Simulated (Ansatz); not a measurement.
# Cl2H2OSi: the cost of one run

All numbers are computed with the Python package of Ansatz 0.2.0. The levels of theory stand in the script.

### 1 The system

Bond lengths: O1–Si2 1.619 Å, Si2–Cl3 2.035 Å, Si2–Cl4 1.958 Å, O1–H5 1.022 Å, Si2–H6 1.481 Å. Angles: O1–Si2–Cl3 104.8°, O1–Si2–Cl4 107.9°, O1–Si2–H6 111.7°, Cl3–Si2–Cl4 106.0°, Cl3–Si2–H6 113.6°, Cl4–Si2–H6 112.2°, Si2–O1–H5 114.3°.

The script reads cl2h2osi.xyz:

```xyz
6

O     0.42160    1.15830   -0.45210
Si    0.11390   -0.20540    0.36440
Cl    0.56430   -1.70430   -0.93580
Cl   -1.81930   -0.30760    0.65980
H    -0.11710    1.26320   -1.31370
H     0.87870   -0.26830    1.63120
```

### 2 The code

disp_cl2h2osi.py reads:

```python
from dataclasses import dataclass

import ansatz


@dataclass
class Options:
    basis_set: str = "def2-SVP"


cfg = Options()

cl2h2osi = ansatz.Crystal.molecule_from_extxyz("cl2h2osi.xyz")

setup = cl2h2osi.calculation().basis(gaussian=cfg.basis_set)
for name in ["blyp", "r2scan"]:
    for correction in ("d3bj", "d4"):
        rep = setup.functional(name, dispersion=correction).run(threads=1).report
        print(f"{name:8s} {correction:5s} total {rep['free_energy_ev']:.5f} eV, of which dispersion {1000 * rep['dispersion']['energy']['ev']:.2f} meV")
```

### 3 Launch

Launch:

```bash
python disp_cl2h2osi.py
```

What time and memory should one allow on 1 thread of Arm Neoverse V1, shared host?

About 12 s, with a peak of 0.19 GiB.
